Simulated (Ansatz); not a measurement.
# C₃H₅ClOSi: a ladder of functionals and wavefunction methods

How much do the methods differ for C₃H₅ClOSi? The plan is to run it at one geometry with functionals of several rungs and with coupled cluster. The yardstick is the atomisation energy at the CCSD(T) limit.

Method: functionals in def2-TZVPP, the program's frozen cores in correlated methods; program: Ansatz 0.2.0, Gaussian basis.

The runs, in order: LDA (SPW92), PBE-D4, revPBE-D4, BLYP-D4, r2SCAN-D4, B97M-V, PBE0-D4, B3LYP-D4, r2SCANh-D4, r2SCAN0-D4, HSE06-D4, BHLYP-D4, CAM-B3LYP-D4, LC-ωPBE, ωB97X-V, ωB97M-V, B2PLYP, PBE-QIDH; CCSD(T)/def2-SVP; CCSD(T)/def2-TZVPP; MP2/def2-QZVPP; extrapolation to the limit; RPA on PBE.

### Step 1. Structure used throughout

All runs share one geometry, relaxed beforehand with PBE0-D4 in a triple-zeta def2 set.

SMILES `C=C=C(Cl)O[SiH3]`, 11 atoms, charge 0, spin multiplicity 1.

Atoms are counted from 1 here; the program's logs count them from 0.

Bond lengths: C1–C2 1.298 Å, C1–H7 1.087 Å, C1–H8 1.087 Å, C2–C3 1.302 Å, C3–Cl4 1.745 Å, C3–O5 1.339 Å, O5–Si6 1.670 Å, Si6–H9 1.483 Å, Si6–H10 1.479 Å, Si6–H11 1.481 Å. Angles: C2–C1–H7 121.5°, C2–C1–H8 121.5°, H7–C1–H8 117.0°, C1–C2–C3 178.9°, C2–C3–Cl4 119.8°, C2–C3–O5 124.8°, Cl4–C3–O5 115.4°, C3–O5–Si6 126.8°, O5–Si6–H9 110.2°, O5–Si6–H10 103.6°, O5–Si6–H11 111.1°, H9–Si6–H10 111.1°, H9–Si6–H11 110.3°, H10–Si6–H11 110.4°.

As a file:

```xyz
11
C3H5ClOSi
C     1.1894   -2.4728    0.5886
C     0.6105   -1.4242    0.0870
C     0.0367   -0.3810   -0.4387
Cl   -1.1806   -0.5900   -1.6717
O     0.3263    0.8885   -0.1261
Si   -0.7450    2.1662   -0.0402
H     0.7862   -2.9828    1.4599
H     2.1010   -2.8789    0.1574
H    -1.9537    1.7701    0.7233
H     0.0180    3.2125    0.6740
H    -1.1233    2.6353   -1.3930
```

### Step 2. LDA

This LDA is Slater exchange with PW92 correlation.

The input, in.yaml:

```yaml
crystal:
  periodic: [false, false, false]
  atoms:
    - {symbol: C, position_ang: [1.189358, -2.472752, 0.588628]}
    - {symbol: C, position_ang: [0.610538, -1.424241, 0.087020]}
    - {symbol: C, position_ang: [0.036694, -0.380989, -0.438656]}
    - {symbol: Cl, position_ang: [-1.180636, -0.589992, -1.671693]}
    - {symbol: O, position_ang: [0.326287, 0.888525, -0.126070]}
    - {symbol: Si, position_ang: [-0.745012, 2.166177, -0.040160]}
    - {symbol: H, position_ang: [0.786213, -2.982786, 1.459878]}
    - {symbol: H, position_ang: [2.101046, -2.878915, 0.157417]}
    - {symbol: H, position_ang: [-1.953717, 1.770141, 0.723270]}
    - {symbol: H, position_ang: [0.017978, 3.212502, 0.673971]}
    - {symbol: H, position_ang: [-1.123347, 2.635332, -1.393003]}
basis:
  gaussian: {orbitals: def2-TZVPP}
hamiltonian: {xc: lda}
output: {orbitals: {seedname: orbitals}}
```

The runs that follow: PBE-D4 (GGA); revPBE-D4 (GGA); BLYP-D4 (GGA); r2SCAN-D4 (meta-GGA); B97M-V (meta-GGA); PBE0-D4 (hybrid); B3LYP-D4 (hybrid); r2SCANh-D4 (hybrid); r2SCAN0-D4 (hybrid); HSE06-D4 (hybrid); BHLYP-D4 (hybrid); CAM-B3LYP-D4 (range-separated); LC-ωPBE (range-separated); ωB97X-V (range-separated); ωB97M-V (range-separated); B2PLYP (double hybrid); PBE-QIDH (double hybrid); CCSD(T) in def2-SVP; CCSD(T) in def2-TZVPP; MP2 in def2-QZVPP; RPA on PBE orbitals.

Q: Predict the results of all the runs planned. Wanted: atomisation energy, CCSD(T)/CBS; farthest beyond LDA; mean size of error, GGA; mean size of error, meta-GGA; mean size of error, hybrid; mean size of error, range-separated; mean size of error, double hybrid; gap, smallest and largest; T1 diagnostic.

The runs gave:

```
                               quantity                                                                      value
        atomisation energy, CCSD(T)/CBS                                                                  43.727 eV
    functionals within 0.219 eV (0.5 %)  revPBE-D4, B3LYP-D4, r2SCANh-D4, CAM-B3LYP-D4, LC-ωPBE, ωB97X-V, PBE-QIDH
                    farthest beyond LDA                                                       BHLYP-D4 (-1.507 eV)
                mean size of error, GGA                                                                   0.615 eV
           mean size of error, meta-GGA                                                                   0.323 eV
             mean size of error, hybrid                                                                   0.477 eV
    mean size of error, range-separated                                                                   0.186 eV
      mean size of error, double hybrid                                                                   0.302 eV
              gap, smallest and largest                                  3.72 eV (LDA (SPW92)), 10.97 eV (LC-ωPBE)
                          T1 diagnostic                                                                     0.0124
triples share of the correlation energy                                                                      4.4 %
```

In words: The LDA atomisation energy is off by 7.207 eV (16 %): it overbinds. PBE-D4 misses by +1.406 eV. Double hybrids carry the basis error of their MP2 part in triple zeta, and no dispersion term here, so their miss is partly the set-up's. By mean error the best rung here is range-separated (0.186 eV) and the worst beyond LDA is GGA (0.615 eV). The reference freezes the cores and leaves out relativity and excitations past (T), so misses under about 0.219 eV can't be ranked. Hartree-Fock recovers 71 % of the binding; the rest is correlation. CCSD(T) in def2-SVP is off by -2.457 eV, which most functionals beat. The gap grows from 3.7 to 11.0 eV across the functionals, mostly with the share of exact exchange. The restricted reference is unstable towards a spin-broken one.
